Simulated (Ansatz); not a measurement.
# BPd4 (P1) in Ansatz: convergence with scf convergence dr2 threshold

Aim: find how far scf convergence dr2 threshold must go before the results for BPd4 settle, at PBE. This setting moves, with any that are tied to it; all else stays.

All numbers are computed with Ansatz 0.2.0; they aren't measurements. Logs are shortened: lines on timing, memory, paths and dates and some standing lists are left out, and cuts for length are marked.

## 1. The cell of the first run

The typed cell holds 5 atoms: a = 2.892 Å, b = 4.365 Å, c = 5.856 Å, α = 90.00°, β = 90.00°, γ = 90.00°.

The cell comes from a database or a generator and needn't be the stable form of this composition.

The cell isn't the ideal one: atoms moved at random, drawn with an rms of 0.05 Å.

## 2. With scf convergence dr2 threshold 0.01

Input file input.yaml:

```yaml
crystal:
  lattice:
    - [2.8920299704, 0.0, 0.0]
    - [0.0, 4.3650077954, 0.0]
    - [0.0, 0.0, 5.856315]
  atoms:
    - { symbol: Pd, position: [0.499786, -0.001328, 0.19797] }
    - { symbol: Pd, position: [0.007242, -0.016285, 0.605666] }
    - { symbol: Pd, position: [0.000885, 0.5186, 0.322941] }
    - { symbol: Pd, position: [0.502022, 0.503426, 0.864526] }
    - { symbol: B, position: [0.497259, -0.005394, 0.865329] }
hamiltonian:
  xc: pbe
  pseudopotentials: { kind: paw, level: accurate }
kpoints:
  mp_grid: { grid: [7, 5, 4] }
scf:
  occupations: { method: methfessel_paxton, width: 0.05 }
  convergence: { dr2_threshold: 0.01 }
output:
  forces: true
  stress: true
  eigenvalues: true
```

Potentials or basis: Ansatz PAW earlier set.

Command:

```sh
$ ansatz run input.yaml --threads 2 --pin off --max-ram 5632MiB --backend cpu --events-out ev --progress --plain --runs-dir out
```

The log of the run:

```text
Warning: scf.convergence.dr2_threshold = 1e-2 eV is looser than this run's default, which is 1e-7 eV or tighter. The error in the forces grows as the threshold's square root, so leave the key out unless less accurate forces are enough
Warning: output.stress: scf.convergence.dr2_threshold = 1e-2 eV is looser than the 5e-10 eV advised for a printed stress (1e-10 eV for each atom of the cell: 5). What an SCF threshold leaves in a stress goes as its square root, and in the free energy as the threshold itself, and one threshold admits the most on a small cell: of the crystals measured, under no hybrid functional and no lock of the moments, on runs that ended without the residual-converged pass, on stresses that held no estimate of that error, the worst erred by over 100 MPa in a component at 1e-7 eV an atom and by under 5 at 1e-10. Set scf.convergence.dr2_threshold to 5e-10 eV or tighter. The threshold is an SCF's pass mark: one that does not reach it within its budget of iterations ends unconverged, or closes short of it on a stop that the run arms, and scf.convergence.dr2_threshold's page says what that costs each kind of run
Warning: RAYON_NUM_THREADS=2 ignored (pool sized by the plan → 2); use --threads N
Engine: ansatz 0.2.0, aarch64-unknown-linux-gnu
Pseudopotentials: kind: paw, level: accurate
Pseudopotential: Pd, paw, valence charge 18, recommended cutoff 720 eV (high), Pd.paw.azcp
Pseudopotential: B, paw, valence charge 3, recommended cutoff 760 eV (high), B.paw.azcp
Functional definition: PBE
  parameter kappa = 0.804
  parameter beta = 0.06672455060314922
  exchange = pbe_x(kappa = kappa, mu = beta*pi^2/3)
  correlation = pbe_c(beta = beta)
Crystal: 5 atoms, lattice volume = 73.929 Å³
Basis set: ecut = 760 eV, 3529 PW (Γ), exchange–correlation on 54×80×108 points (8 copies of the dense FFT grid, shifted against one another)
Bands: 45, of which v1, the nominal top of the filled ones, is band 38 counted from 1 (37 counted from 0)
Symmetry: 1 space group operations
Space group: P1 (ITA 1), of the structure as read, at distance tolerance 4.2e-5 Å
k-points: 71 of 140 (time reversal used)
Non-local potential: Pd, projectors of the file, l = 0: 3, l = 1: 3, l = 2: 2, l = 3: 2
Non-local potential: B, projectors of the file, l = 0: 3, l = 1: 2
PAW form: soft (Blöchl's): semilocal exchange-correlation on the pseudo side does not see the compensation charge
PAW one-centre angular grid: Pd, 590 points (default); XC on 119 of its mesh's 427 points in the sphere
PAW one-centre angular grid: B, 110 points (default); XC on 64 Gauss nodes
Initial density: superposition of atomic densities (chi_scale 0.1, normalization cell, long waves kept (reshape's long-wave potential 0.02 eV rms))
Initial wavefunctions: pseudopotential atomic-orbital guess
Functional: x = pbe(κ = 0.804, μ = 0.2195149727645171), c = pbe(β = 0.06672455060314922)
SCF iter   1: F=—  HF=-28060.319956 eV  |F-HF|=—  |Δ(HF+E_count)|=         —  Δρ=1.97e-1  dr2=4.35e1  ethr=3.10e-3  ⟨swp⟩=5.8  Hψ=10370  notcnv=0  defer=4
preconditioner: auto → Kerker (q_TF=auto, 2.735 Å⁻¹)  [metal: Δε(μ)=0.006 eV  Ē_g=7.032 eV  σ=0.050 eV  W_gap=0.10  n_scr=24 (ndim 8)  ℏωp=28.3 eV  f_vac=0.001  D(μ)=6.50/eV (n_scr^D=76)]
SCF iter   2: F=—  HF=-28054.326473 eV  |F-HF|=—  |Δ(HF+E_count)|=    5.99e0  S|Δr|=    0.00e0  Δρ=9.17e-2  dr2=1.03e1  ethr=3.10e-3  ⟨swp⟩=3.1  Hψ=6467  notcnv=0  defer=132
SCF iter   3: F=—  HF=-28052.634658 eV  |F-HF|=—  |Δ(HF+E_count)|=    1.69e0  S|Δr|=    0.00e0  Δρ=1.87e-2  dr2=2.63e-1  ethr=3.10e-3  ⟨swp⟩=3.0  Hψ=5818  notcnv=0  defer=143
SCF iter   4: F=—  HF=-28052.613618 eV  |F-HF|=—  |Δ(HF+E_count)|=   2.10e-2  S|Δr|=    0.00e0  Δρ=5.44e-3  dr2=2.55e-2  ethr=3.51e-4  ⟨swp⟩=2.7  Hψ=5457  notcnv=0  defer=142
SCF iter   5: F=-28052.610652 eV  HF=-28052.612461 eV  |F-HF|=1.81e-3  |Δ(HF+E_count)|=   1.16e-3  S|Δr|=    0.00e0  Δρ=1.66e-3  dr2=3.64e-3  ethr=1.33e-5  ⟨swp⟩=9.5  Hψ=18523  notcnv=0
SCF 1 converged in 5 iterations: F = -28052.610652 eV  dr2 = 3.64e-3
SCF converged after 5 iterations
Stability not checked: this state was not tested for a lower state beside it, because cold or Methfessel-Paxton smearing, or corrected tetrahedra, fill the levels in a way that the test cannot read (fill_not_monotonic; see scf.lower_state_search)
Free energy (F): -28052.610652 eV
Harris-Foulkes:  -28052.612461 eV  (|F-HF|=1.81e-3)
Internal energy: -28052.610547 eV  (E = F + TS)
E sigma→0 (E₀):  -28052.610626 eV
Entropy (-TS):   -0.000105 eV (-0.021 meV/atom)
Fermi energy:    15.848678 eV
--- Per-component energies (eV) ---
  E_band       = -811.886899
  E_kinetic    = 3114.108857
  E_local      = -13019.227289  (includes V_loc(G=0)·N_el)
  E_nonlocal   = 4628.506499
  E_hartree    = 3788.213432
  E_xc         = -996.305125
  E_vxc        = -1203.191145  (∫ρ·V_xc dr)
  E_paw        = -15249.389725  (= ΣΔE_a)
  E_vpaw       = -1909.523978  (= ΣTr[D̂ρ^β])
  E_aug_tail   = 0.000000  (compensation charges beyond the density's cutoff)
  E_ewald      = -10318.517196
  E_smearing   = -0.000105  (= −TS)
  E_closure    = 0.000000  (closes the sum)
  Σ components = -28052.610652   (vs F -28052.610652, Δ=0.00e0)
--- Forces (eV/Å), atoms counted from 1 ---
  atom   1  Pd     0.03253740     0.77101278    -0.49557146
  atom   2  Pd    -0.10360998     0.70323825     1.24424905
  atom   3  Pd    -0.02208401    -1.26150255    -0.11052762
  atom   4  Pd     0.01703117    -0.36117044     0.06987622
  atom   5  B      0.07620627     0.14961083    -0.70857539
  max |Σ_I F_I| component: 1.19e-3 eV/Å
--- Stress (GPa, compression-positive) ---
       -2.529146       0.023497       0.291087
        0.023503       0.407917       0.336316
        0.291100       0.336359      -1.512561
  P = ⅓ Tr σ = -1.2113 GPa (-12.113 kbar)
--- Band table (eV; the first three rows and the last of 71) ---
  k-point 0: bands = ["-68.7486", "-68.6769", "-68.2008", "-67.8304", "-34.7313", "-34.5757", "-34.4443", "-34.3612", "-34.2984", "-34.1998", "-34.1894", "-33.8046", "-33.7215", "-33.6273", "-33.4798", "-33.4773", "6.4287", "10.3700", "10.7339", "11.2201", "11.2656", "11.8378", "12.2028", "12.3816", "12.5534", "12.8469", "12.8489", "13.6161", "13.7134", "13.7647", "13.9452", "14.0605", "14.3157", "14.4255", "14.6608", "15.0069", "15.2618", "15.5144", "15.9126", "16.2332", "20.8428", "21.1452", "21.6622", "22.1176", "24.5764"]
  k-point 1: bands = ["-68.7486", "-68.6769", "-68.2008", "-67.8304", "-34.7299", "-34.5770", "-34.4443", "-34.3550", "-34.3079", "-34.1963", "-34.1895", "-33.8038", "-33.7214", "-33.6273", "-33.4801", "-33.4780", "6.5782", "10.1315", "10.6401", "11.1911", "11.3760", "11.7757", "12.2769", "12.3538", "12.4349", "12.8855", "12.9076", "13.4920", "13.5981", "13.6916", "13.8721", "13.9568", "14.3568", "14.4266", "14.5091", "14.6951", "15.1409", "15.9062", "16.5736", "16.8371", "20.8490", "21.0929", "21.1832", "22.5323", "24.6739"]
  k-point 2: bands = ["-68.7485", "-68.6769", "-68.2008", "-67.8304", "-34.7285", "-34.5784", "-34.4442", "-34.3452", "-34.3208", "-34.1932", "-34.1895", "-33.8031", "-33.7214", "-33.6274", "-33.4804", "-33.4786", "6.7572", "9.7024", "10.6705", "11.3031", "11.6159", "11.7271", "12.0522", "12.2939", "12.5843", "12.9127", "12.9415", "13.3508", "13.4256", "13.5569", "13.6179", "13.9954", "14.1602", "14.5303", "14.5912", "14.6992", "15.0110", "15.8995", "17.3872", "17.5632", "20.2578", "20.8141", "21.5325", "23.1000", "23.8145"]
  k-point 70: bands = ["-68.7387", "-68.6686", "-68.1923", "-67.8223", "-34.7010", "-34.6101", "-34.5516", "-34.3170", "-34.3020", "-34.2915", "-34.1969", "-33.8383", "-33.7917", "-33.6443", "-33.5937", "-33.4673", "8.0666", "10.3583", "10.8917", "11.2572", "11.6693", "11.9112", "12.0644", "12.2242", "12.3380", "12.7441", "12.8436", "13.3830", "13.6006", "13.8949", "14.0658", "14.6310", "14.8924", "14.9495", "15.0908", "15.4491", "15.7381", "16.4960", "17.1562", "18.4084", "19.3922", "20.9528", "21.3228", "22.9831", "24.4871"]
```

It took 33 s on 2 threads of Arm Neoverse V1, shared host; peak memory 0.63 GiB.

Results:

| Quantity | Value |
| --- | --- |
| Free energy | -28052.6107 eV |
| Pressure | -1.2 GPa |
| Largest force | 1.433 eV/Å |
| Band gap on the k mesh | none (metal or under the smearing width) |

## 3. With scf convergence dr2 threshold 0.001

Changes to input.yaml since step 2:

```diff
@@ -18,3 +18,3 @@
   occupations: { method: methfessel_paxton, width: 0.05 }
-  convergence: { dr2_threshold: 0.01 }
+  convergence: { dr2_threshold: 0.001 }
 output:
```

Potentials or basis: Ansatz PAW earlier set.

Command:

```sh
$ ansatz run input.yaml --threads 2 --pin off --max-ram 5632MiB --backend cpu --events-out ev --progress --plain --runs-dir out
```

It took 31 s on 2 threads of Arm Neoverse V1, shared host; peak memory 0.63 GiB.

What came out:

```
Free energy            : -28052.6123 eV
Pressure               : -1.2 GPa
Largest force          : 1.433 eV/Å
Band gap on the k mesh : none (metal or under the smearing width)
```

## 4. With scf convergence dr2 threshold 0.0001

Changes to input.yaml since step 3:

```diff
@@ -18,3 +18,3 @@
   occupations: { method: methfessel_paxton, width: 0.05 }
-  convergence: { dr2_threshold: 0.001 }
+  convergence: { dr2_threshold: 0.0001 }
 output:
```

Command:

```sh
$ ansatz run input.yaml --threads 2 --pin off --max-ram 5632MiB --backend cpu --events-out ev --progress --plain --runs-dir out
```

It took 33 s on 2 threads of Arm Neoverse V1, shared host; peak memory 0.63 GiB.

Results:

```
Free energy            : -28052.6124 eV
Pressure               : -1.2 GPa
Largest force          : 1.435 eV/Å
Band gap on the k mesh : none (metal or under the smearing width)
```

## 5. With scf convergence dr2 threshold 1e-05

Changes to input.yaml since step 4:

```diff
@@ -18,3 +18,3 @@
   occupations: { method: methfessel_paxton, width: 0.05 }
-  convergence: { dr2_threshold: 0.0001 }
+  convergence: { dr2_threshold: 1.0e-05 }
 output:
```

Command:

```sh
$ ansatz run input.yaml --threads 2 --pin off --max-ram 5632MiB --backend cpu --events-out ev --progress --plain --runs-dir out
```

Run time: 33 s. Hardware: 2 threads of Arm Neoverse V1, shared host; peak memory 0.63 GiB.

What came out:

```yaml
Free_energy: -28052.6124 eV
Pressure: -1.2 GPa
Largest_force: 1.436 eV/Å
Band_gap_on_the_k_mesh: none (metal or under the smearing width)
```

## 6. With scf convergence dr2 threshold 1e-06

Changes to input.yaml since step 5:

```diff
@@ -18,3 +18,3 @@
   occupations: { method: methfessel_paxton, width: 0.05 }
-  convergence: { dr2_threshold: 1.0e-05 }
+  convergence: { dr2_threshold: 1.0e-06 }
 output:
```

Potentials or basis: Ansatz PAW earlier set.

Command:

```sh
$ ansatz run input.yaml --threads 2 --pin off --max-ram 5632MiB --backend cpu --events-out ev --progress --plain --runs-dir out
```

It took 34 s on 2 threads of Arm Neoverse V1, shared host; peak memory 0.63 GiB.

It converged, with:

| Property | Result |
| --- | --- |
| Free energy | -28052.6124 eV |
| Pressure | -1.2 GPa |
| Largest force | 1.436 eV/Å |
| Band gap on the k mesh | none (metal or under the smearing width) |

## 7. With scf convergence dr2 threshold 1e-07

Changes to input.yaml since step 6:

```diff
@@ -18,3 +18,3 @@
   occupations: { method: methfessel_paxton, width: 0.05 }
-  convergence: { dr2_threshold: 1.0e-06 }
+  convergence: { dr2_threshold: 1.0e-07 }
 output:
```

Command:

```sh
$ ansatz run input.yaml --threads 2 --pin off --max-ram 5632MiB --backend cpu --events-out ev --progress --plain --runs-dir out
```

Wall time 34 s (2 threads of Arm Neoverse V1, shared host); peak memory 0.62 GiB.

The run converged. Its results:

```
Free energy            : -28052.6124 eV
Pressure               : -1.2 GPa
Largest force          : 1.436 eV/Å
Band gap on the k mesh : none (metal or under the smearing width)
```

## 8. With scf convergence dr2 threshold 1e-09

Changes to input.yaml since step 7:

```diff
@@ -18,3 +18,3 @@
   occupations: { method: methfessel_paxton, width: 0.05 }
-  convergence: { dr2_threshold: 1.0e-07 }
+  convergence: { dr2_threshold: 1.0e-09 }
 output:
```

Command:

```sh
$ ansatz run input.yaml --threads 2 --pin off --max-ram 5632MiB --backend cpu --events-out ev --progress --plain --runs-dir out
```

Wall time 37 s (2 threads of Arm Neoverse V1, shared host); peak memory 0.62 GiB.

It converged, with:

* Free energy: -28052.6124 eV
* Pressure: -1.2 GPa
* Largest force: 1.436 eV/Å
* Band gap on the k mesh: none (metal or under the smearing width)

## 9. With scf convergence dr2 threshold 1e-11

Changes to input.yaml since step 8:

```diff
@@ -18,3 +18,3 @@
   occupations: { method: methfessel_paxton, width: 0.05 }
-  convergence: { dr2_threshold: 1.0e-09 }
+  convergence: { dr2_threshold: 1.0e-11 }
 output:
```

Potentials or basis: Ansatz PAW earlier set.

Command:

```sh
$ ansatz run input.yaml --threads 2 --pin off --max-ram 5632MiB --backend cpu --events-out ev --progress --plain --runs-dir out
```

It took 44 s on 2 threads of Arm Neoverse V1, shared host; peak memory 0.62 GiB.

It converged, with:

```yaml
Free_energy: -28052.6124 eV
Pressure: -1.2 GPa
Largest_force: 1.436 eV/Å
Band_gap_on_the_k_mesh: none (metal or under the smearing width)
```

## 10. The series at a glance

| scf convergence dr2 threshold | energy less the tightest run, at zero smearing (meV/atom) | largest force (eV/Å) | SCF cycles | CPU time (s) | peak memory (GiB) |
| --- | --- | --- | --- | --- | --- |
| 0.01 | 0.35 | 1.433 | 5 | 65 | 0.63 |
| 0.001 | 0.02 | 1.433 | 6 | 62 | 0.63 |
| 0.0001 | 0.00 | 1.435 | 7 | 65 | 0.63 |
| 1e-05 | 0.00 | 1.436 | 8 | 66 | 0.63 |
| 1e-06 | 0.00 | 1.436 | 9 | 68 | 0.63 |
| 1e-07 | 0.00 | 1.436 | 9 | 67 | 0.62 |
| 1e-09 | 0.00 | 1.436 | 11 | 73 | 0.62 |
| 1e-11 | 0.00 | 1.436 | 13 | 87 | 0.62 |

Against the tightest run, the energy stays within 1 meV/atom from 0.01 on; the largest force stays within 0.005 eV/Å from 0.01 on. The tightest run that finished is the yardstick and may itself not be fully converged.
